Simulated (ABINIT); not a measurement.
# Ga3Se (Pm-3m) in ABINIT: reference runs

Aim: a first look at Ga3Se with PBEsol, on the cell as given.

Program: ABINIT 10.8.3 (patched build). These are calculated values, not measurements. Logs are shortened: lines on timing, memory, paths and dates and some standing lists are left out, and cuts for length are marked. The log counts tension as positive stress, the text compression.

## 1. The crystal as given

The structure is cubic, space group Pm-3m (No. 221). The conventional cell has a = 4.432 Å, b = 4.432 Å, c = 4.432 Å, α = 90.00°, β = 90.00°, γ = 90.00°. Se (site symmetry m-3m) is surrounded by 12 Ga at 3.13 Å. Ga (site symmetry 4/mmm) has 4 Se at 3.13 Å and 8 Ga at 3.13 Å as nearest neighbours.

The cell comes from a database or a generator and needn't be the stable form of this composition.

## 2. Single point, PBEsol

Input file run.abi:

```
# Pseudopotentials
pp_dirpath "./"
pseudos "Se.upf, Ga.upf"

# Structure
acell 8.376144907 8.376144907 8.376144907
rprim
     1.0000000000     0.0000000000     0.0000000000
     0.0000000000     1.0000000000     0.0000000000
     0.0000000000     0.0000000000     1.0000000000
ntypat 2
znucl 34 31
natom 4
typat 1 2 2 2
xcart
     0.0000000000     0.0000000000     0.0000000000
     2.2162325000     2.2162325000     0.0000000000
     2.2162325000     0.0000000000     2.2162325000
     0.0000000000     2.2162325000     2.2162325000 Angstrom

# Plane-wave basis
ecut 43.0

# k points
kptopt 1
ngkpt 6 6 6
nshiftk 1
shiftk 0.0 0.0 0.0

# Exchange and correlation
ixc -116133

# Bands and occupations
nband 33
occopt 3
tsmear 0.05 eV

# SCF cycle
nstep 100
tolvrs 1.0e-10

# Output
iomode 3
prtwf 0
prtden 0
prteig 0
prtebands 0
prtvol 2
```

Potentials or basis: PseudoDojo NC SR PBEsol v0.4.1 standard.

Command:

```
$ abinit run.abi > log 2>&1
```

run.abo:

```text
.Version 10.8.3 of ABINIT
 Symmetries : space group Pm -3 m (#221); Bravais cP (primitive cubic)
================================================================================
 Values of the parameters that define the memory need of the present run
     intxc =       0    ionmov =       0      iscf =       7    lmnmax =       6
     lnmax =       6     mgfft =      50  mpssoang =       3    mqgrid =    3001
     natom =       4  nloc_mem =       1    nspden =       1   nspinor =       1
    nsppol =       1      nsym =      48    n1xccc =    2501    ntypat =       2
    occopt =       3   xclevel =       2
       mpw =        7967          nfft =      125000          nkpt =          20
================================================================================
================================================================================

--------------------------------------------------------------------------------
------------- Echo of variables that govern the present computation ------------
--------------------------------------------------------------------------------
 -outvars: echo values of preprocessed input variables --------
            acell      8.3761449070E+00  8.3761449070E+00  8.3761449070E+00 Bohr
              amu      7.89600000E+01  6.97230000E+01
             ecut      4.30000000E+01 Hartree
              ixc     -116133
         kptrlatt        6    0    0      0    6    0      0    0    6
          kptrlen      5.02568694E+01
            natom           4
            nband          33
            ngfft          50      50      50
             nkpt          20
            nstep         100
             nsym          48
           ntypat           2
           occopt           3
           prtden           0
        prtebands           0
           prteig           0
           prtvol           2
            prtwf           0
          spgroup         221
           tolvrs      1.00000000E-10
           tsmear      1.83746611E-03 Hartree
            typat      1  2  2  2
           xangst      0.0000000000E+00  0.0000000000E+00  0.0000000000E+00
                       2.2162324985E+00  2.2162324985E+00  0.0000000000E+00
                       2.2162324985E+00  0.0000000000E+00  2.2162324985E+00
                       0.0000000000E+00  2.2162324985E+00  2.2162324985E+00
            xcart      0.0000000000E+00  0.0000000000E+00  0.0000000000E+00
                       4.1880724535E+00  4.1880724535E+00  0.0000000000E+00
                       4.1880724535E+00  0.0000000000E+00  4.1880724535E+00
                       0.0000000000E+00  4.1880724535E+00  4.1880724535E+00
             xred      0.0000000000E+00  0.0000000000E+00  0.0000000000E+00
                       5.0000000000E-01  5.0000000000E-01  0.0000000000E+00
                       5.0000000000E-01  0.0000000000E+00  5.0000000000E-01
                       0.0000000000E+00  5.0000000000E-01  5.0000000000E-01
            znucl       34.00000   31.00000

================================================================================

 chkinp: Checking input parameters for consistency.

================================================================================
== DATASET  1 ==================================================================

--- !DatasetInfo
iteration_state: {dtset: 1, }
dimensions: {natom: 4, nkpt: 20, mband: 33, nsppol: 1, nspinor: 1, nspden: 1, mpw: 7967, }
cutoff_energies: {ecut:  43.0, pawecutdg:  -1.0, }
electrons: {nelect:   5.50000000E+01, charge:   0.00000000E+00, occopt:   3.00000000E+00, tsmear:   1.83746611E-03, }
meta: {optdriver: 0, ionmov: 0, optcell: 0, iscf: 7, paral_kgb: 0, }
...

 Real(R)+Recip(G) space primitive vectors, cartesian coordinates (Bohr,Bohr^-1):
 R(1)=  8.3761449  0.0000000  0.0000000  G(1)=  0.1193867  0.0000000  0.0000000
 R(2)=  0.0000000  8.3761449  0.0000000  G(2)=  0.0000000  0.1193867  0.0000000
 R(3)=  0.0000000  0.0000000  8.3761449  G(3)=  0.0000000  0.0000000  0.1193867
[... 204 lines left out ...]
  1.62E-16 1.15E-16 1.08E-16 9.07E-17 7.27E-17 8.21E-17 8.04E-17 7.73E-17
  6.29E-17 3.12E-17 3.61E-17 3.78E-17 1.31E-16 5.95E-17 5.93E-17 3.54E-17
  3.91E-17 5.68E-17 5.70E-17 3.60E-17 4.96E-17 4.24E-17 4.47E-17 9.50E-06
  7.54E-11
   0.5000  0.5000  0.5000    1  6.65505E-06 kpt; spin; max resid(k); each band:
  1.76E-20 1.77E-20 1.94E-20 1.93E-20 1.93E-20 2.26E-16 1.43E-16 1.31E-16
  1.28E-16 1.04E-16 9.19E-17 9.24E-17 7.62E-17 8.66E-17 7.88E-17 7.44E-17
  6.93E-17 3.01E-17 2.52E-17 2.94E-17 1.46E-16 6.69E-17 6.68E-17 6.69E-17
  3.32E-17 3.31E-17 3.31E-17 4.48E-19 3.34E-17 3.34E-17 3.34E-17 5.87E-08
  6.66E-06
 reduced coordinates (array xred) for    4 atoms
       0.000000000000      0.000000000000      0.000000000000
       0.500000000000      0.500000000000      0.000000000000
       0.500000000000      0.000000000000      0.500000000000
       0.000000000000      0.500000000000      0.500000000000
 rms dE/dt=  0.0000E+00; max dE/dt=  0.0000E+00; dE/dt below (all hartree)
    1       0.000000000000      0.000000000000      0.000000000000
    2       0.000000000000      0.000000000000      0.000000000000
    3       0.000000000000      0.000000000000      0.000000000000
    4       0.000000000000      0.000000000000      0.000000000000

 cartesian coordinates (angstrom) at end:
    1      0.00000000000000     0.00000000000000     0.00000000000000
    2      2.21623249849930     2.21623249849930     0.00000000000000
    3      2.21623249849930     0.00000000000000     2.21623249849930
    4      0.00000000000000     2.21623249849930     2.21623249849930

 cartesian forces (hartree/bohr) at end:
    1     -0.00000000000000    -0.00000000000000    -0.00000000000000
    2     -0.00000000000000    -0.00000000000000    -0.00000000000000
    3     -0.00000000000000    -0.00000000000000    -0.00000000000000
    4     -0.00000000000000    -0.00000000000000    -0.00000000000000
 frms,max,avg= 0.0000000E+00 0.0000000E+00   0.000E+00  0.000E+00  0.000E+00 h/b

 cartesian forces (eV/Angstrom) at end:
    1     -0.00000000000000    -0.00000000000000    -0.00000000000000
    2     -0.00000000000000    -0.00000000000000    -0.00000000000000
    3     -0.00000000000000    -0.00000000000000    -0.00000000000000
    4     -0.00000000000000    -0.00000000000000    -0.00000000000000
 frms,max,avg= 0.0000000E+00 0.0000000E+00   0.000E+00  0.000E+00  0.000E+00 e/A
 length scales=  8.376144907000  8.376144907000  8.376144907000 bohr
              =  4.432464996999  4.432464996999  4.432464996999 angstroms
 Fermi (or HOMO) energy (hartree) =   0.17094   Average Vxc (hartree)=  -0.39187
 Eigenvalues (hartree) for nkpt=  20  k points:
 kpt#   1, nband= 33, wtk=  0.00463, kpt=  0.0000  0.0000  0.0000 (reduced coord)
  -1.59062   -1.59062   -1.59061   -1.59061   -1.59061   -0.38077   -0.37979   -0.37979
  -0.37979   -0.37745   -0.37745   -0.37457   -0.37457   -0.37457   -0.37294   -0.37294
  -0.37194   -0.37093   -0.37093   -0.37093   -0.32439   -0.10490    0.03430    0.03430
   0.03430    0.06656    0.06656    0.23015    0.23015    0.23015    0.33256    0.33256
   0.33256
      occupation numbers for kpt#   1
   2.00000    2.00000    2.00000    2.00000    2.00000    2.00000    2.00000    2.00000
   2.00000    2.00000    2.00000    2.00000    2.00000    2.00000    2.00000    2.00000
   2.00000    2.00000    2.00000    2.00000    2.00000    2.00000    2.00000    2.00000
   2.00000    2.00000    2.00000    0.00000    0.00000    0.00000    0.00000    0.00000
   0.00000
 kpt#   2, nband= 33, wtk=  0.02778, kpt=  0.1667  0.0000  0.0000 (reduced coord)
  -1.59062   -1.59062   -1.59061   -1.59061   -1.59061   -0.38015   -0.37969   -0.37928
  -0.37928   -0.37738   -0.37709   -0.37467   -0.37463   -0.37463   -0.37327   -0.37293
  -0.37222   -0.37155   -0.37155   -0.37093   -0.32146   -0.11249   -0.00112    0.04070
   0.04070    0.07147    0.11786    0.21615    0.21725    0.21725    0.28850    0.31431
[... 208 lines left out ...]
   2.00000    2.00000    2.00000    2.00000    2.00000    2.00000    2.00000    2.00000
   2.00000    2.00000    2.00000    2.00000    0.00000    0.00000    0.00000    0.00000
   0.00000
 kpt#  20, nband= 33, wtk=  0.00463, kpt=  0.5000  0.5000  0.5000 (reduced coord)
  -1.59062   -1.59062   -1.59061   -1.59061   -1.59061   -0.38187   -0.37796   -0.37796
  -0.37796   -0.37727   -0.37727   -0.37727   -0.37385   -0.37385   -0.37385   -0.37382
  -0.37382   -0.37167   -0.37167   -0.37167   -0.28910   -0.01524   -0.01524   -0.01524
  -0.00792   -0.00792   -0.00792    0.04263    0.31676    0.31676    0.31676    0.48395
   0.48533
      occupation numbers for kpt#  20
   2.00000    2.00000    2.00000    2.00000    2.00000    2.00000    2.00000    2.00000
   2.00000    2.00000    2.00000    2.00000    2.00000    2.00000    2.00000    2.00000
   2.00000    2.00000    2.00000    2.00000    2.00000    2.00000    2.00000    2.00000
   2.00000    2.00000    2.00000    2.00000    0.00000    0.00000    0.00000    0.00000
   0.00000
 Total charge density [el/Bohr^3]
)     Maximum=    2.4376E+00  at reduced coord.    0.0000    0.0000    0.9200
)Next maximum=    2.4376E+00  at reduced coord.    0.0000    0.0000    0.0800
)     Minimum=    6.3618E-05  at reduced coord.    0.5000    0.5000    0.0000
)Next minimum=    6.3618E-05  at reduced coord.    0.5000    0.0000    0.5000
   Integrated=    5.5000E+01

--- !EnergyTerms
iteration_state     : {dtset: 1, }
comment             : Components of total free energy in Hartree
kinetic             :  2.66104650405487E+02
hartree             :  9.55249516622418E+01
xc                  : -8.59488366310187E+01
Ewald energy        : -2.07883323406140E+02
psp_core            :  9.61242783967227E+00
local_psp           : -2.60786770371437E+02
non_local_psp       : -1.66787693929986E+02
internal            : -3.50164594431181E+02
'-kT*entropy'       : -3.88329070601882E-04
total_energy        : -3.50164982760251E+02
total_energy_eV     : -9.52847459570647E+03
band_energy         : -2.74137805172312E+01
...

 Cartesian components of stress tensor (hartree/bohr^3)
  sigma(1 1)=  1.22432919E-04  sigma(3 2)=  0.00000000E+00
  sigma(2 2)=  1.22432919E-04  sigma(3 1)=  0.00000000E+00
  sigma(3 3)=  1.22432919E-04  sigma(2 1)=  0.00000000E+00

-Cartesian components of stress tensor (GPa)         [Pressure= -3.6021E+00 GPa]
- sigma(1 1)=  3.60210083E+00  sigma(3 2)=  0.00000000E+00
- sigma(2 2)=  3.60210083E+00  sigma(3 1)=  0.00000000E+00
- sigma(3 3)=  3.60210083E+00  sigma(2 1)=  0.00000000E+00

== END DATASET(S) ==============================================================
================================================================================

 -outvars: echo values of variables after computation  --------
            acell      8.3761449070E+00  8.3761449070E+00  8.3761449070E+00 Bohr
           etotal     -3.5016498276E+02
            fcart     -0.0000000000E+00 -0.0000000000E+00 -0.0000000000E+00
                      -0.0000000000E+00 -0.0000000000E+00 -0.0000000000E+00
                      -0.0000000000E+00 -0.0000000000E+00 -0.0000000000E+00
                      -0.0000000000E+00 -0.0000000000E+00 -0.0000000000E+00
           strten      1.2243291861E-04  1.2243291861E-04  1.2243291861E-04
                       0.0000000000E+00  0.0000000000E+00  0.0000000000E+00
           xangst      0.0000000000E+00  0.0000000000E+00  0.0000000000E+00
                       2.2162324985E+00  2.2162324985E+00  0.0000000000E+00
                       2.2162324985E+00  0.0000000000E+00  2.2162324985E+00
                       0.0000000000E+00  2.2162324985E+00  2.2162324985E+00
             xred      0.0000000000E+00  0.0000000000E+00  0.0000000000E+00
                       5.0000000000E-01  5.0000000000E-01  0.0000000000E+00
                       5.0000000000E-01  0.0000000000E+00  5.0000000000E-01
                       0.0000000000E+00  5.0000000000E-01  5.0000000000E-01
 Calculation completed.
```

Wall time 4 min (1 thread of Arm Neoverse V1, shared host); peak memory 0.16 GiB.

Results:

```
Free energy                                           : -9528.4746 eV
Pressure                                              : -3.6 GPa
Band gap on the k mesh                                : none (metal or under the smearing width)
Valence electrons inside the program's atomic spheres : Se 13.15; Ga 10.74
```
